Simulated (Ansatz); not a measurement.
Runs of Ansatz 0.2.0 on ZnHgO2. The structure is tetragonal, space group P4/mmm (No. 123). Conventional cell: a = 4.009 Å, b = 4.009 Å, c = 3.305 Å, α = 90.00°, β = 90.00°, γ = 90.00°. Zn (site symmetry 4/mmm) is surrounded by 4 O at 2.00 Å. Hg (site symmetry 4/mmm) is surrounded by 8 O at 2.60 Å. Around O (site symmetry mmm) lie 2 Zn at 2.00 Å. The cell was built by a generator and needn't be a form met in nature.

| task | level | cell | cutoff (eV) | points for each segment of the path | gap on the mesh (eV) | pressure (GPa) | relaxed volume (Å³/atom) |
| --- | --- | --- | --- | --- | --- | --- | --- |
| relaxation of cell and atoms | PBE | relaxed | 420 | - | none | 0.0 | 13.29 |
| relaxation of cell and atoms | RPBE+D4 | relaxed | 420 | - | none | 0.0 | 12.99 |
| relaxation of cell and atoms | RPBE | relaxed | 420 | - | none | 0.0 | (a) |
| relaxation of cell and atoms | RPBE+D3(BJ) | relaxed | 420 | - | none | 0.0 | 11.68 |
| band structure | r2SCAN | as given | 500 | 14 | none | (b) | - |

Alike in all rows: potentials or basis Ansatz PAW; no spin polarisation; k mesh 5 × 5 × 6; smearing fermi-dirac 0.05 eV.

Q: Fill in the values left out.

A: (a) 13.82; (b) -5.4.

Caveats: the plane-wave basis is chosen anew once the cell has moved, so the energies of steps on either side of that aren't comparable (some runs); the PAW data sets come from PBE, with cores solved anew for the run's functional, which leaves a small shift of forces and pressure (some runs); the potentials were made for another functional, which shifts forces and pressure (some runs); pairwise dispersion overbinds metals, which lowers pressure and volume (some runs).

A k mesh can miss the band edges, and the runs leave out spin-orbit coupling on Hg.

A gap of «none» marks a metal or a gap under the smearing width.

Not every run made on this cell is shown here.
